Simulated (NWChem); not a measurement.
# One shape, several levels: WO3 (tungsten trioxide)

Wanted: a comparison of 6 runs (HF/def2-SVP, HF/def2-SVPD, TPSS/def2-SVPD, TPSS/def2-TZVP, MP2/def2-SVP, MP2/def2-SVPD) of WO3 (tungsten trioxide). 

The calculation is run with NWChem 7.3.0.

3 further runs of the same task are left out: 3 set aside as unsound or not needed.

## (1) The structure to begin with

WO3 has 4 atoms, charge 0, and is taken as a singlet. SMILES: `[O]=[W](=[O])=[O]`. Geometry: relaxed at PBE0-D4/def2-TZVP.

Bond lengths: O1–W2 1.716 Å, W2–O3 1.716 Å, W2–O4 1.716 Å. Angles: O1–W2–O3 107.5°, O1–W2–O4 107.5°, O3–W2–O4 107.5°.

## (2) Energy and forces at HF/def2-SVP (core potential) (run 1)

Contents of run.py:

```python
from ase import Atoms
from ase.calculators.nwchem import NWChem

system = Atoms(['O', 'W', 'O', 'O'], positions=[
    [-0.237500, 0.265200, 1.555000],
    [-0.366400, -0.283700, -0.065200],
    [1.071700, -1.143300, -0.433900],
    [-0.412200, 1.101500, -1.076300],
])

calc = NWChem(
    label='test',
    theory='scf',
    memory='2200 mb',
    basis='def2-SVP',
    basispar='spherical bse',
    scf={'nopen': '0', 'rhf': None, 'thresh': '1e-08', 'maxiter': '80'},
    **{'ecp bse': {'W library': 'def2-SVP'}},
)
system.calc = calc

forces = system.get_forces()
e = system.get_potential_energy()
print(f"E = {e:.6f} eV")
print("forces (eV/A):")
for s, f in zip(system.symbols, forces):
    print(f"{s:2s} {f[0]:10.5f} {f[1]:10.5f} {f[2]:10.5f}")
print("dipole (e A):", system.get_dipole_moment().round(4))
```

The run is started by

```console
$ export ASE_NWCHEM_COMMAND="nwchem PREFIX.nwi > PREFIX.nwo"
$ python run.py
```

The log of the run:

```text
E = -7912.120924 eV
forces (eV/A):
O    -0.47010   -0.73240   -1.47221
W     2.40218    1.69960    0.37728
O    -1.61455    0.49869    0.26595
O    -0.31758   -1.46589    0.82903
dipole (e A): [-1.1723 -0.8281 -0.1852]
```

The calculator wrote test.nwi:

```
title "test"

permanent_dir test

scratch_dir test

start test

geometry units angstrom nocenter noautosym noautoz
  O  -2.3749999999999999e-01 2.6519999999999999e-01 1.5549999999999999e+00
  W  -3.6640000000000000e-01 -2.8370000000000001e-01 -6.5199999999999994e-02
  O  1.0717000000000001e+00 -1.1433000000000000e+00 -4.3390000000000001e-01
  O  -4.1220000000000001e-01 1.1014999999999999e+00 -1.0763000000000000e+00
end

memory 2200 mb

basis spherical bse noprint
   * library def2-SVP
end

scf
  nopen 0
  rhf
  thresh 1e-08
  maxiter 80
end
ecp bse
  W library def2-SVP
end

task scf gradient
```

test.nwo:

```text
Northwest Computational Chemistry Package (NWChem) 7.3.0
             --------------------------------------------------------

           Job information
           ---------------

    nwchem branch   = 7.3.0
    use scalapack   = T
    input           = test.nwi
    prefix          = test.
    data base       = test/test.db
    status          = startup
    nproc           =        1

           Memory information
           ------------------

[... 5 lines left out ...]
    hardfail = no
[... 122 lines left out ...]
         Quadratically convergent ROHF
[... 16 lines left out ...]
       Final RHF  results
[... 4 lines left out ...]
      Two-electron energy =    270.645467935583
[... 38 lines left out ...]
                       ROHF Final Molecular Orbital Analysis
[... 266 lines left out ...]
                 ----------------------------------------
                 |  Time  |  1-e(secs)   |  2-e(secs)   |
                 ----------------------------------------
                 |  CPU   |       0.02   |       1.21   |
                 ----------------------------------------
                 |  WALL  |       0.02   |       1.21   |
                 ----------------------------------------

 Task  times  cpu:       10.9s     wall:       10.9s
 Total times  cpu:       10.9s     wall:       10.9s
```

Run time: 12 s. Hardware: 1 thread of AMD EPYC 9R14 (Zen 4), shared host; peak memory 0.11 GiB.

## (3) Energy and forces at HF/def2-SVPD (core potential) (run 2)

Contents of o3w.nw:

```
start o3w
title "O3W gradient"
memory stack 880 mb heap 220 mb global 1100 mb
charge 0

geometry units angstrom noautosym nocenter noautoz
O     -0.237500     0.265200     1.555000
W     -0.366400    -0.283700    -0.065200
O      1.071700    -1.143300    -0.433900
O     -0.412200     1.101500    -1.076300
end

basis spherical bse
O library def2-SVPD
W library def2-SVPD
end

ecp bse
W library def2-SVPD
end

scf
thresh 1e-08
maxiter 80
end

task scf gradient
```

The run is started by

```console
$ nwchem o3w.nw > o3w.out
```

The log of the run:

```text
[...]
  functions       =   104
[...]
  wavefunction    = RHF
[...]
         Total SCF energy =   -290.787527172296
      One-electron energy =   -701.622369566168
      Two-electron energy =    270.465903369984
 Nuclear repulsion energy =    140.368939023888
        Time for solution =     22.0s
[...]
                         RHF ENERGY GRADIENTS
    atom               coordinates                        gradient
                 x          y          z           x          y          z
   1 O      -0.448810   0.501155   2.938524    0.009307   0.012769   0.023098
   2 W      -0.692396  -0.536115  -0.123210   -0.043268  -0.030617  -0.006792
   3 O       2.025219  -2.160524  -0.819952    0.027014  -0.006279  -0.003794
   4 O      -0.778945   2.081533  -2.033912    0.006947   0.024128  -0.012512
[...]
```

It took 26 s on 1 thread of AMD EPYC 9R14 (Zen 4), shared host; peak memory 0.12 GiB.

## (4) Energy and forces at TPSS/def2-SVPD (core potential) (run 3)

Contents of o3w.nw:

```
START o3w
TITLE "O3W gradient"
memory 2200 mb

GEOMETRY units angstroms noautosym nocenter noautoz
O       -0.237500       0.265200       1.555000
W       -0.366400      -0.283700      -0.065200
O        1.071700      -1.143300      -0.433900
O       -0.412200       1.101500      -1.076300
END

BASIS "ao basis" spherical bse
O library def2-SVPD
W library def2-SVPD
END

ECP bse
W library def2-SVPD
END

DFT
xc xtpss03 ctpss03
grid fine
convergence energy 1e-08
iterations 100
mulliken
END

TASK dft gradient
```

The run is started by

```console
$ nwchem o3w.nw > o3w.out
```

The log of the run:

```text
[...]
          Wavefunction type:  closed shell.
          No. of atoms     :     4
          No. of electrons :    38
[...]
          Charge           :     0
          Spin multiplicity:     1
[...]
          AO basis - number of functions:   104
[...]
              XC Information
              --------------
                  TPSS metaGGA Exchange Functional  1.000
             TPSS03 metaGGA Correlation Functional  1.000
[...]
 d= 0,ls=0.0,diis     1   -292.0065558859 -4.32D+02  8.11D-02  5.58D+00     2.0
[...]
 d= 0,ls=0.0,diis    13   -292.7318985503 -2.83D-09  1.44D-06  8.09D-08    20.3
         Total DFT energy =     -292.731898550336
      One electron energy =     -702.821091867862
           Coulomb energy =      303.037371624077
    Exchange-Corr. energy =      -33.317117330439
 Nuclear repulsion energy =      140.368939023888
[...]
  wavefunction    = closed shell
                         DFT ENERGY GRADIENTS
    atom               coordinates                        gradient
                 x          y          z           x          y          z
   1 O      -0.448810   0.501155   2.938524   -0.006007  -0.011793  -0.027349
   2 W      -0.692396  -0.536115  -0.123210    0.036727   0.025885   0.005854
   3 O       2.025219  -2.160524  -0.819952   -0.027600   0.011442   0.005466
   4 O      -0.778945   2.081533  -2.033912   -0.003121  -0.025534   0.016030
[...]
```

Wall time 27 s (1 thread of AMD EPYC 9R14 (Zen 4), shared host); peak memory 0.12 GiB.

Runs 4 to 5 aren't shown in full; the table further down has their settings and results.

## (5) Energy and gradient at MP2/def2-SVPD (core potential) (run 6)

Contents of o3w.nw:

```
start o3w
memory total 2200 mb
charge 0

geometry units angstroms noautosym nocenter noautoz
  O     -0.237500     0.265200     1.555000
  W     -0.366400    -0.283700    -0.065200
  O      1.071700    -1.143300    -0.433900
  O     -0.412200     1.101500    -1.076300
end

basis spherical bse
  * library def2-SVPD
end

ecp bse
  W library def2-SVPD
end

scf
  thresh 1e-08
  maxiter 80
  print medium
end

mp2
  freeze core 3
  tight
end

task mp2 gradient
```

The run is started by

```console
$ nwchem o3w.nw > o3w.out
```

The log of the run:

```text
[...]
  functions       =   104
[...]
  wavefunction    = RHF
[...]
         Total SCF energy =   -290.787527172296
      One-electron energy =   -701.622369566168
      Two-electron energy =    270.465903369984
 Nuclear repulsion energy =    140.368939023888
        Time for solution =     22.1s
[...]
          Total MP2 energy          -291.810141571713
[...]
                         mp2 ENERGY GRADIENTS
    atom               coordinates                        gradient
                 x          y          z           x          y          z
   1 O      -0.448810   0.501155   2.938524   -0.010064  -0.019817  -0.046012
   2 W      -0.692396  -0.536115  -0.123210    0.061683   0.043510   0.009799
   3 O       2.025219  -2.160524  -0.819952   -0.046407   0.019285   0.009208
   4 O      -0.778945   2.081533  -2.033912   -0.005212  -0.042978   0.027006
[...]
```

Run time: 51 s. Hardware: 1 thread of AMD EPYC 9R14 (Zen 4), shared host; peak memory 0.49 GiB.

## (6) The series

```tsv
run	level	core potential	iteration cap	energy (Eh)	dipole moment (D)	HOMO energy (eV)	LUMO energy (eV)	wall time
1	HF/def2-SVP (core potential)	def2-SVP	80	-290.765083	6.95	-12.97	-2.29	12 s
2	HF/def2-SVPD (core potential)	def2-SVPD	80	-290.787527	6.71	-13.10	-2.40	26 s
3	TPSS/def2-SVPD (core potential)	def2-SVPD	100	-292.731899	5.45	-7.54	-5.38	27 s
4	TPSS/def2-TZVP (core potential)	def2-TZVP	100	-293.004532	5.53	-7.38	-5.35	44 s
5	MP2/def2-SVP (core potential)	def2-SVP	80	-291.746851	5.27	-12.97	-2.29	22 s
6	MP2/def2-SVPD (core potential)	def2-SVPD	80	-291.810142	5.33	-13.10	-2.40	51 s
```

## (7) Results

| quantity | value |
| --- | --- |
| run 6: total energy | -291.81014 Eh |
| run 6: dipole moment (of the density that the program reports) | 5.33 D |
| run 6: HOMO energy (Hartree–Fock orbitals) | -13.10 eV |
| run 6: LUMO energy (Hartree–Fock orbitals) | -2.40 eV |
| run 6: HOMO–LUMO gap (Hartree–Fock orbitals) | 10.71 eV |
| run 6: correlation energy (3 core orbitals frozen) | -1022.6 mEh |
| run 6: largest force on an atom | 3.914 eV/Å |

**Reading.** The dipole moment (its size) runs from 5.27 D (MP2/def2-SVP) to 6.95 D (HF/def2-SVP). Over runs 1, 2, 3, 4 the HOMO–LUMO gap runs from 2.03 eV (TPSS/def2-TZVP) to 10.71 eV (HF/def2-SVPD). The two ends differ in method and basis. All runs together took 3 min, the longest 51 s.
